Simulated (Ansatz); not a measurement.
NiMoIrPdW:

```xyz
5
Lattice="4.1170 0.0000 0.0000 -2.0585 3.5655 0.0000 0.0000 0.0000 5.4458" Properties=species:S:1:pos:R:3 pbc="T T T"
Ni    0.0000    0.0000    5.2157
Mo    2.0585    1.1885    5.2367
Pd    2.0585    1.1885    2.5211
Ir    0.0000    2.3770    3.9521
W     0.0000    2.3770    1.2875
```

The cell was built by a generator and needn't be a form met in nature.

Base run:

```yaml
Program: Ansatz 0.2.0
Functional: PBE
Potentials_or_basis: Ansatz PAW
Cutoff: "420 eV (not typed: the program's choice for these potentials)"
k_mesh: 6 × 6 × 4
Occupations: fermi-dirac, width 0.05 eV
Spin: non-collinear spin, ferromagnetic start, spin-orbit coupling
Starting_moments: "[[0.0, 0.0, 1.0], [0.0, 0.0, 1.0], [0.0, 0.0, 0.0], [0.0, 0.0, 0.6], [0.0, 0.0, 0.0]] μB"
```

Its results: band gap on the k mesh none (metal or under the smearing width); pressure 0.2 GPa; net moment 0.00 μB per cell; largest force 0.155 eV/Å.

Question: The run is repeated on the same cell with these changes: functional from PBE to r2SCAN; cutoff from 420 eV (not typed: the program's choice for these potentials) to 500 eV (not typed: the program's choice for these potentials). What comes out?

Answer: Band gap on the k mesh none (metal or under the smearing width); pressure -4.7 GPa; net moment 0.00 μB per cell; largest force 0.177 eV/Å.

Caveats: the starting moments weren't kept; the thresholds are loose for stress (some runs); the magnetic or orbital state may not be the lowest (some runs); the PAW data sets come from PBE, with cores solved anew for the run's functional, which leaves a small shift of forces and pressure (some runs).
